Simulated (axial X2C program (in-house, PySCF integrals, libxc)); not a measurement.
**ClTaCl⁺: bond lengths and stretches, held linear**

How do method and spin–orbit coupling move the bonds and stretches of ClTaCl⁺, held linear?

Computed with an in-house X2C program for linear molecules on PySCF integrals. Level: all-electron X2C, two-component (2c) or spin-free, Cl dyall-av3z, Ta dyall-v3z.

All values are calculated.

2 further runs of the same task are left out: 2 set aside as unsound or not needed.

### 1 Input

task.json

```json
{"zs": [17, 73, 17], "q": 1, "bas": ["dyall-av3z", "dyall-v3z", "dyall-av3z"], "r0": [2.45, 2.45], "symm": 1, "scan": ["PBE0", "HF", "LDA"], "levels": ["PBE0", "HF", "TPSSh"], "nst": 2}
```

Keys: zs atomic numbers; q charge; bas basis sets; r0 starting distance in Å; symm equal bonds; scan levels of the two-bond scan (MP2 follows by itself at each HF point); levels methods; nst determinants followed.

Run with:

```bash
$ python solin.py task.json out
```

Masses Cl 34.969, Ta 180.948, Cl 34.969 u.

### 2 Scan at PBE0, 2c

State: Ω = 1 (beyond evenly filled blocks: ω = -1/2, ω = 3/2). Energies above the lowest point, from the job's result record:

```csv
r(Cl–Ta) (Å),r(Ta–Cl) (Å),E (meV)
2.1674,2.1674,72.93
2.1674,2.2230,32.39
2.1674,2.2786,60.72
2.2230,2.1674,32.39
2.2230,2.2230,0.00
2.2230,2.2786,35.74
2.2230,2.3342,124.93
2.2786,2.1674,60.72
2.2786,2.2230,35.74
2.2786,2.2786,78.20
2.3342,2.2230,124.93
2.3342,2.3342,274.22
```

A quadratic surface with cubic terms in each bond gives the minimum at 2.220 and 2.220 Å, force constants 3.55, 3.55 and coupling 0.35 mdyn/Å.

### 3 Scan at HF, 2c

State: Ω = 1 (beyond evenly filled blocks: ω = -1/2, ω = 3/2). Energies above the lowest point, from the job's result record:

```csv
r(Cl–Ta) (Å),r(Ta–Cl) (Å),E (meV)
2.1674,2.1674,159.68
2.1674,2.2230,75.44
2.1674,2.2786,67.08
2.2230,2.1674,75.44
2.2230,2.2230,0.19
2.2230,2.2786,0.00
2.2230,2.3342,59.62
2.2786,2.1674,67.08
2.2786,2.2230,0.00
2.2786,2.2786,7.23
2.3342,2.2230,59.62
2.3342,2.3342,146.02
```

A quadratic surface with cubic terms in each bond gives the minimum at 2.248 and 2.248 Å, force constants 3.52, 3.52 and coupling 0.38 mdyn/Å.

### 4 Scan at LDA, 2c

State: Ω = 1 (beyond evenly filled blocks: ω = -1/2, ω = 3/2). Energies above the lowest point, from the job's result record:

```csv
r(Cl–Ta) (Å),r(Ta–Cl) (Å),E (meV)
2.1674,2.1674,25.35
2.1674,2.2230,8.90
2.1674,2.2786,57.09
2.2230,2.1674,8.90
2.2230,2.2230,0.00
2.2230,2.2786,55.01
2.2230,2.3342,159.56
2.2786,2.1674,57.09
2.2786,2.2230,55.01
2.2786,2.2786,116.17
2.3342,2.2230,159.56
2.3342,2.3342,341.27
```

A quadratic surface with cubic terms in each bond gives the minimum at 2.204 and 2.204 Å, force constants 3.54, 3.54 and coupling 0.32 mdyn/Å.

### 5 The levels side by side

| level | r(Cl–Ta) (Å) | r(Ta–Cl) (Å) | lower stretch (cm⁻¹) | upper stretch (cm⁻¹) |
| --- | --- | --- | --- | --- |
| PBE0, 2c | 2.220 | 2.220 | 434.7 | 463.9 |
| HF, 2c | 2.248 | 2.248 | 435.1 | 459.0 |
| LDA, 2c | 2.204 | 2.204 | 433.0 | 465.9 |
| MP2, 2c | 2.217 | 2.217 | 445.4 | 474.9 |
| PBE0, spin-free | 2.219 | 2.219 | 436.1 | 464.7 |
| HF, spin-free | 2.247 | 2.247 | 437.4 | 460.0 |
| LDA, spin-free | 2.203 | 2.203 | 434.3 | 466.7 |
| MP2, spin-free | 2.216 | 2.216 | 447.2 | 475.6 |

Scans not shown above were run alike.

In words: Over the levels the Cl–Ta bond spans 2.203 to 2.248 Å and the Ta–Cl bond 2.203 to 2.248 Å. At PBE0 spin–orbit coupling leaves both bonds unchanged to 0.001 Å. Each state is one determinant, the lowest of a limited PBE0 search; the stretches come from a fit to few points and are good to some per cent at best. The stretches are sorted by size, and where the two bonds are alike the symmetric and antisymmetric modes can swap order between levels. MP2 freezes inner shells (threshold -2 hartree). The molecule was held linear; bending was not examined, so a bent shape may lie lower. Open-shell Ω = 0 determinants with evenly filled partner blocks cannot be reached by this program, so the Ω shown need not be the lowest component. Note: functional without a current term on a determinant with orbital currents, of the molecule or an atom. Note: several unpaired electrons, one determinant need not be a pure state.
